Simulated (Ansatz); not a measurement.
# H8In2N2: the cost of one run

Computed with Ansatz 0.2.0, Gaussian basis. Level: RKS PBE0-D4/def2-TZVP.

The runs, in order: relaxation at PBE0-D4/def2-TZVP; harmonic vibrations at the same level.

1 further run of the same task is left out (set aside as unsound or not needed).

## (1) Where the work starts

SMILES `[NH2+]1[InH2-][NH2+][InH2-]1`, 12 atoms, charge 0, spin multiplicity 1.

Atoms are counted from 1 here; the program's logs count them from 0.

Bond lengths: N1–In2 2.223 Å, N1–In4 2.223 Å, N1–H5 1.020 Å, N1–H6 1.020 Å, In2–N3 2.223 Å, In2–H7 1.686 Å, In2–H8 1.684 Å, N3–In4 2.222 Å, N3–H9 1.020 Å, N3–H10 1.020 Å, In4–H11 1.684 Å, In4–H12 1.686 Å. Angles: In2–N1–In4 94.7°, In2–N1–H5 114.8°, In2–N1–H6 113.3°, In4–N1–H5 114.8°, In4–N1–H6 113.3°, H5–N1–H6 106.0°, N1–In2–N3 85.2°, N1–In2–H7 108.7°, N1–In2–H8 109.1°, N3–In2–H7 108.7°, N3–In2–H8 109.1°, H7–In2–H8 127.8°, In2–N3–In4 94.7°, In2–N3–H9 113.4°, In2–N3–H10 114.8°, In4–N3–H9 113.4°, In4–N3–H10 114.8°, H9–N3–H10 106.0° and more.

The start is a GFN2-xTB geometry. In takes the def2 core potential; no spin-orbit term is included.

## (2) Relaxation at PBE0-D4/def2-TZVP

Input file in.yaml:

```yaml
crystal:
  periodic: [false, false, false]
  atoms:
    - {symbol: N, position_ang: [-0.984170, 0.430050, -1.053940]}
    - {symbol: In, position_ang: [1.234420, 0.299290, -1.029440]}
    - {symbol: N, position_ang: [0.985380, -0.374720, 1.073790]}
    - {symbol: In, position_ang: [-1.235870, -0.373760, 1.002930]}
    - {symbol: H, position_ang: [-1.437160, -0.116940, -1.785820]}
    - {symbol: H, position_ang: [-1.331340, 1.383630, -1.160670]}
    - {symbol: H, position_ang: [1.866700, 1.862380, -1.024310]}
    - {symbol: H, position_ang: [1.720790, -1.008090, -1.973440]}
    - {symbol: H, position_ang: [1.369260, 0.279170, 1.756720]}
    - {symbol: H, position_ang: [1.405470, -1.279760, 1.284910]}
    - {symbol: H, position_ang: [-1.786030, -1.962810, 0.911550]}
    - {symbol: H, position_ang: [-1.807450, 0.861580, 1.997710]}
basis:
  gaussian: {orbitals: def2-TZVP}
hamiltonian: {xc: pbe0, dispersion: d4}
relax: {f_tol: 0.005, max_steps: 150}
```

The run is started by

```sh
$ ansatz run in.yaml --threads 4 --pin off --events-out ev --progress --plain --max-ram 11315MiB
```

**Question.** How long does this run take on 4 threads of Arm Neoverse V1, shared host, and how much memory does it need?

About 44 s, with a peak of 0.68 GiB.
